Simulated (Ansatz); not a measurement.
## the Ti-H system: a small convex hull, step by step

Program: Ansatz 0.2.0 through its Python package.

Run as a notebook:

```python
from collections import Counter
from dataclasses import dataclass
import csv
import warnings

import ansatz as az
import numpy as np
```

```python
@dataclass(frozen=True)
class Settings:
    xc: str = "PBEsol"
    ecut: int = 500
    kspacing: float = 0.33
    occupations: str = "cold"
    smearing_width: float = 0.02
```

```python
cfg = Settings()
```

```python
PHASES = {
    "TiH P4_2/mmc": (
        [(2.947493, 0.0, 0.0), (0.0, 2.947493, 0.0), (0.0, 0.0, 4.56814)],
        [
            ("Ti", (0.5, 0.0, 0.5)),
            ("Ti", (0.0, 0.5, 0.0)),
            ("H", (0.0, 0.0, 0.25)),
            ("H", (0.0, 0.0, 0.75)),
        ],
    ),
    "Ti2H Pn-3m": (
        [(4.229199, 0.0, 0.0), (0.0, 4.229199, 0.0), (0.0, 0.0, 4.229199)],
        [
            ("Ti", (0.25, 0.75, 0.25)),
            ("Ti", (0.75, 0.25, 0.25)),
            ("Ti", (0.25, 0.25, 0.75)),
            ("Ti", (0.75, 0.75, 0.75)),
            ("H", (0.0, 0.0, 0.0)),
            ("H", (0.5, 0.5, 0.5)),
        ],
    ),
    "Ti": (
        [(2.95, 0.0, 0.0), (-1.475, 2.554775, 0.0), (0.0, 0.0, 4.68)],
        [
            ("Ti", (1 / 3, 2 / 3, 0.25)),
            ("Ti", (2 / 3, 1 / 3, 0.75)),
        ],
    ),
    "H2": (
        [(9.0, 0.0, 0.0), (0.0, 9.5, 0.0), (0.0, 0.0, 10.0)],
        [
            ("H", (0.5, 0.5, 0.4625)),
            ("H", (0.5, 0.5, 0.5375)),
        ],
    ),
}
```

```python
def build(vectors, sites):
    crystal = az.Crystal(lattice=az.Lattice.of(vectors))
    for symbol, position in sites:
        crystal = crystal.atom(symbol, position)
    return crystal

GASES = {"H2"}
```

```python
def solve(name, crystal):
    calc = (
        crystal.calculation()
        .functional(cfg.xc)
        .basis(cfg.ecut)
        .kpoints(spacing=cfg.kspacing)
        .occupations(cfg.occupations, width=cfg.smearing_width)
    )
    if name in GASES:
        return calc.kpoints(1, 1, 1).relax(force_tolerance=0.02, max_steps=60).run(threads=1, backend="cpu")
    calc = calc.relax(force_tolerance=0.02, max_steps=60, fix_cell=["shape"])
    return calc.run(threads=1, backend="cpu")
```

```python
def counts(outcome):
    return Counter(site.symbol for site in outcome.lattice.sites)
```

```python
def formation_energy(outcome, mu):
    n = counts(outcome)
    return (outcome.report["energy_sigma0_ev"] - sum(k * mu[element] for element, k in n.items())) / sum(n.values())
```

```python
warnings.simplefilter("ignore", az.DeckWarning)

phases = {name: build(*cell) for name, cell in PHASES.items()}

done = {name: solve(name, crystal) for name, crystal in phases.items()}
```

```python
# energy of one atom in its reference phase
references = {"Ti": "Ti", "H": "H2"}
mu = {element: done[name].report["energy_sigma0_ev"] / len(done[name].lattice.sites) for element, name in references.items()}
points = sorted((counts(o)["H"] / len(o.lattice.sites), formation_energy(o, mu), name) for name, o in done.items())
```

```python
# walk in x and drop points that lie above the chord
hull = []
for x, e, _ in points:
    while len(hull) > 1 and (hull[-1][0] - hull[-2][0]) * (e - hull[-2][1]) - (hull[-1][1] - hull[-2][1]) * (x - hull[-2][0]) <= 0:
        hull.pop()
    hull.append((x, e))
rows = [(name, x, e, e - np.interp(x, *zip(*hull))) for x, e, name in points]
with open("hull.csv", "w", newline="") as handle:
    writer = csv.writer(handle)
    writer.writerow(["phase", "x(H)", "E_form (eV/atom)", "above hull (eV/atom)"])
    writer.writerows([round(v, 4) if isinstance(v, float) else v for v in row] for row in rows)
print(open("hull.csv").read())
print("on the hull of these phases:", ", ".join(row[0] for row in rows if row[3] < 1e-6))
```

    phase,x(H),E_form (eV/atom),above hull (eV/atom)
    Ti,0.0,0.0,0.0
    Ti2H Pn-3m,0.3333,-0.247,0.0482
    TiH P4_2/mmc,0.5,-0.4428,0.0
    H2,1.0,0.0,0.0
    
    on the hull of these phases: Ti, TiH P4_2/mmc, H2

Notes:
- The run is spin-unpolarised.
- For the metals among these phases the mesh is modest: differences between phases can be off by up to 40 meV an atom.
- Atoms and volume are relaxed with the cell's shape held, which in cells of lower than cubic symmetry can hide stresses and shift volumes.
- The cells come from databases of deposited and of computed structures, and not all need be stable phases.
- Differences under about 40 meV an atom lie within the error of mesh and functional, so such verdicts may flip; only the cells listed enter the hull.
- Hardware and time: 20 s on 1 thread of Arm Neoverse V2 (shared host), peak memory 0.56 GiB.
